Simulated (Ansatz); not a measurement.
**CH₇AlOSn: a ladder of functionals and wavefunction methods**

The task here is to estimate one member of a computed series from the others.

Computed with Ansatz 0.2.0, Gaussian basis. Level: functionals in def2-TZVPP, the program's frozen cores in correlated methods.

Levels to be run: LDA (SPW92), PBE-D4, revPBE-D4, BLYP-D4, r2SCAN-D4, B97M-V, PBE0-D4, B3LYP-D4, r2SCANh-D4, r2SCAN0-D4, HSE06-D4, BHLYP-D4, CAM-B3LYP-D4, LC-ωPBE, ωB97X-V, ωB97M-V, B2PLYP, PBE-QIDH; CCSD(T)/def2-SVP; CCSD(T)/def2-TZVPP; MP2/def2-QZVPP; extrapolation to the limit; RPA on PBE.

## The geometry

All runs share one geometry, relaxed beforehand with PBE0-D4 in a triple-zeta def2 set. Sn takes the def2 core potential; no spin-orbit term is included.

SMILES `[CH3][SnH2][O][AlH2]`, 11 atoms, charge 0, spin multiplicity 1.

Atoms are counted from 1 here; the program's logs count them from 0.

Bond lengths: C1–Sn2 2.132 Å, C1–H5 1.091 Å, C1–H6 1.090 Å, C1–H7 1.090 Å, Sn2–O3 1.956 Å, Sn2–H8 1.709 Å, Sn2–H9 1.710 Å, O3–Al4 1.677 Å, Al4–H10 1.589 Å, Al4–H11 1.583 Å. Angles: Sn2–C1–H5 110.4°, Sn2–C1–H6 109.5°, Sn2–C1–H7 109.7°, H5–C1–H6 109.1°, H5–C1–H7 109.0°, H6–C1–H7 109.0°, C1–Sn2–O3 107.2°, C1–Sn2–H8 113.1°, C1–Sn2–H9 113.1°, O3–Sn2–H8 105.3°, O3–Sn2–H9 105.6°, H8–Sn2–H9 111.8°, Sn2–O3–Al4 148.1°, O3–Al4–H10 119.4°, O3–Al4–H11 118.6°, H10–Al4–H11 122.1°.

Set-up of the first run:

File in.yaml:

```yaml
crystal:
  periodic: [false, false, false]
  atoms:
    - {symbol: C, position_ang: [-1.186738, 1.382526, -0.118369]}
    - {symbol: Sn, position_ang: [-0.829443, -0.433544, 0.940419]}
    - {symbol: O, position_ang: [0.787705, -1.234981, 0.185796]}
    - {symbol: Al, position_ang: [2.119763, -1.074135, -0.820396]}
    - {symbol: H, position_ang: [-2.066495, 1.889092, 0.280823]}
    - {symbol: H, position_ang: [-0.321823, 2.038484, -0.019670]}
    - {symbol: H, position_ang: [-1.349782, 1.165603, -1.174130]}
    - {symbol: H, position_ang: [-2.059361, -1.597525, 0.710736]}
    - {symbol: H, position_ang: [-0.488890, -0.186545, 2.597478]}
    - {symbol: H, position_ang: [2.336399, 0.285201, -1.614728]}
    - {symbol: H, position_ang: [3.123963, -2.291178, -0.947359]}
basis:
  gaussian: {orbitals: def2-TZVPP}
hamiltonian: {xc: lda}
output: {orbitals: {seedname: orbitals}}
```

Among the steps run: LDA; PBE-D4 (GGA); revPBE-D4 (GGA); BLYP-D4 (GGA); r2SCAN-D4 (meta-GGA); B97M-V (meta-GGA); PBE0-D4 (hybrid); B3LYP-D4 (hybrid); r2SCANh-D4 (hybrid); r2SCAN0-D4 (hybrid); HSE06-D4 (hybrid); BHLYP-D4 (hybrid); CAM-B3LYP-D4 (range-separated); LC-ωPBE (range-separated); ωB97X-V (range-separated); ωB97M-V (range-separated); B2PLYP (double hybrid); PBE-QIDH (double hybrid).

One table of the session follows, with a row left open; its other results are not shown here.

It belongs to the step «Frontier levels by functional». 

```
  functional  HOMO (eV)  gap (eV)
 LDA (SPW92)      -6.47      4.72
      PBE-D4      -6.39      4.86
   revPBE-D4      -6.35      4.92
     BLYP-D4      -6.30      4.87
   r2SCAN-D4      -6.70      5.54
      B97M-V      -6.84      5.37
     PBE0-D4      -7.72      6.96
    B3LYP-D4      -7.52      6.54
  r2SCANh-D4      -7.19      6.29
  r2SCAN0-D4      -7.93      7.40
    HSE06-D4          ?         ?
    BHLYP-D4      -8.97      8.95
CAM-B3LYP-D4      -9.10      9.24
     LC-ωPBE     -10.43     11.67
     ωB97X-V     -10.11     11.21
     ωB97M-V      -9.95     10.75
```

Q: Estimate the row for HSE06-D4 from the others.

As computed: HOMO (eV): -7.32; gap (eV): 6.19. In the column «HOMO (eV)» it lies between B3LYP-D4 (-7.52) and r2SCANh-D4 (-7.19).
